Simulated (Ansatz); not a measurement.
# SrVO3: the cost of one run

Method: DFT r²SCAN, scalar-relativistic, plane waves, PAW, in Ansatz 0.2.0.

## 1. Starting point

It takes space group Pm-3m (No. 221, cubic). The conventional cell has a = 3.840 Å, b = 3.840 Å, c = 3.840 Å, α = 90.00°, β = 90.00°, γ = 90.00°. Around Sr (site symmetry m-3m) lie 12 O at 2.72 Å. V (site symmetry m-3m) is surrounded by 6 O at 1.92 Å. Around O (site symmetry 4/mmm) lie 2 V at 1.92 Å and 4 Sr at 2.72 Å.

As a file:

```xyz
5
Lattice="3.8404 0.0000 0.0000 0.0000 3.8404 0.0000 0.0000 0.0000 3.8404" Properties=species:S:1:pos:R:3 pbc="T T T"
Sr    1.9202    1.9202    1.9202
V     0.0000    0.0000    0.0000
O     1.9202    0.0000    0.0000
O     0.0000    1.9202    0.0000
O     0.0000    0.0000    1.9202
```

An earlier run at r²SCAN left this cell at 11.328 Å³/atom and 0.00 GPa (8×8×8 mesh).

## 2. Ferromagnetic, larger cell

Input file input.yaml:

```yaml
crystal:
  lattice:
    - [0.0, 3.8403753263, 3.8403753263]
    - [3.8403753263, 0.0, 3.8403753263]
    - [3.8403753263, 3.8403753263, 0.0]
  atoms:
    - { symbol: Sr, position: [0.25, 0.25, 0.25] }
    - { symbol: V, position: [0.0, 0.0, 0.0], spin: 1.0 }
    - { symbol: O, position: [-0.25, 0.25, 0.25] }
    - { symbol: O, position: [0.25, -0.25, 0.25] }
    - { symbol: O, position: [0.25, 0.25, -0.25] }
    - { symbol: Sr, position: [0.75, 0.75, 0.75] }
    - { symbol: V, position: [0.5, 0.5, 0.5], spin: 1.0 }
    - { symbol: O, position: [0.25, 0.75, 0.75] }
    - { symbol: O, position: [0.75, 0.25, 0.75] }
    - { symbol: O, position: [0.75, 0.75, 0.25] }
basis:
  ecutwfc: 500
  ecutrho_ratio: 4
kpoints:
  mp_grid: { grid: [6, 6, 6] }
hamiltonian:
  xc: r2scan
scf:
  occupations: { method: gaussian, width: 0.05 }
  lower_state_search: "off"
output:
  forces: true
  stress: true
  eigenvalues: true
  populations: true
magnetization:
  spin_polarized: true
```

Run with:

```console
$ ansatz run input.yaml --threads 4 --pin off --max-ram 10240MiB --backend cpu --events-out ev --progress --plain --runs-dir out
```

Q: Estimate wall time and peak memory on 4 threads of Arm Neoverse V2, shared host.

About 17 s, with a peak of 0.84 GiB.
